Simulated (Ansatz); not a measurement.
# HfC (triplet): the correlation ladder, def2-QZVPP

An exercise on one series of results from a longer session: the logs are not shown, and one member is left open.

Program: Ansatz 0.2.0, Gaussian basis. Level of theory: def2-QZVPP, core rule «outside noble gas», up to 5 orbitals frozen. These are calculated values, not measurements.

The runs, in order: UHF; ROHF; CCSD(T) on UHF.

## The geometry

The geometry is a PBE0/def2-TZVP stationary point (not a proven minimum) of the parent state, kept for this charge and spin. No spin-orbit coupling is included. Elements past krypton take def2 core potentials.

2 atoms, charge 0, spin multiplicity 3.

Atoms are counted from 1 here; the program's logs count them from 0.

Bond lengths: Hf1–C2 2.091 Å.

The first run:

in.yaml reads:

```yaml
crystal:
  periodic: [false, false, false]
  atoms:
    - {symbol: Hf, position_ang: [0.000000, 0.000000, 0.000000]}
    - {symbol: C, position_ang: [0.000000, 0.000000, 2.090600]}
basis:
  gaussian: {orbitals: "def2-QZVPP.json"}
magnetization: {spin_polarized: true, initial_magnetization: 2}
hamiltonian: {xc: hf}
output: {orbitals: {seedname: orbitals}}
```

The run is started by

```
ansatz run in.yaml --threads 1 --pin off --events-out ev --progress --plain --max-ram 3968MiB --backend cpu
```

Steps of the session up to this table: UHF; ROHF; CCSD(T) on UHF.

One table of the session follows, with a row left open; its other results are not shown here.

```
  method  from UCCSD(T) (meV)
    ROHF              +6832.1
     UHF              +5747.1
    UMP2              +1639.3
   UCCSD                    ?
UCCSD(T)                    0
```

Estimate the missing values for UCCSD.

**Answer.** from UCCSD(T) (meV): +424.2. In the column «from UCCSD(T) (meV)» it lies between UCCSD(T) (0) and UMP2 (+1639.3).

To keep in mind: The determinant is far from a pure spin state, so its energy mixes those of several spin states (harmless only where they are near-degenerate, as at dissociation).
